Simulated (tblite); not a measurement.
# CH5F3P4Si: the cost of one run

Programs: tblite 0.8.0 and PySCF 2.14.0, with density-fitted response routines of our own. Each step states its level of theory. These are calculated values for one molecule in the gas phase, unless marked as measured. Atoms count from 0, in the outputs and in this text.

### 1 The molecule as given

14 atoms, charge 0, multiplicity 1; geometry from: force field or distance geometry start.

Bonds of the start (Å): F0–C1 1.37, C1–F2 1.41, C1–F3 1.37, C1–P4 1.87, P4–P5 2.21, P5–P6 2.21, P6–P7 2.18, P7–Si8 2.17, P7–P4 2.22, P5–H9 1.45, P6–H10 1.47, Si8–H11 1.48, Si8–H12 1.48, Si8–H13 1.46.

### 2 Optimising the geometry with GFN2-xTB

What the job is given:

```
{"job": {"kind": "relax", "xc": "GFN2-xTB", "basis": "xTB"}, "charge": 0, "multiplicity": 1}
F     -3.199600    -0.375800    -0.215400
C     -2.124900    -1.184200    -0.473600
F     -1.785800    -1.771400     0.761000
F     -2.404900    -2.223100    -1.323100
P     -0.648100    -0.212400    -1.067800
P     -1.000400     1.967200    -0.907500
P      0.332000     2.058400     0.857200
P      0.804200    -0.052800     0.603300
Si     2.858700    -0.588100     0.134300
H     -2.361800     2.331500    -0.573700
H     -0.499500     2.230200     2.052800
H      2.971800    -1.472800    -1.042000
H      3.403100    -1.319000     1.300300
H      3.654700     0.611800    -0.128000
```

Command:

```sh
$ OMP_NUM_THREADS=1 python probes_run.py task.json out
```

This one command runs all jobs of the session in turn.

Q: Estimate the wall time and peak memory of this first job on 1 thread of Arm Neoverse V1, shared host.

About 1.8 s, with a peak of 0.18 GiB.
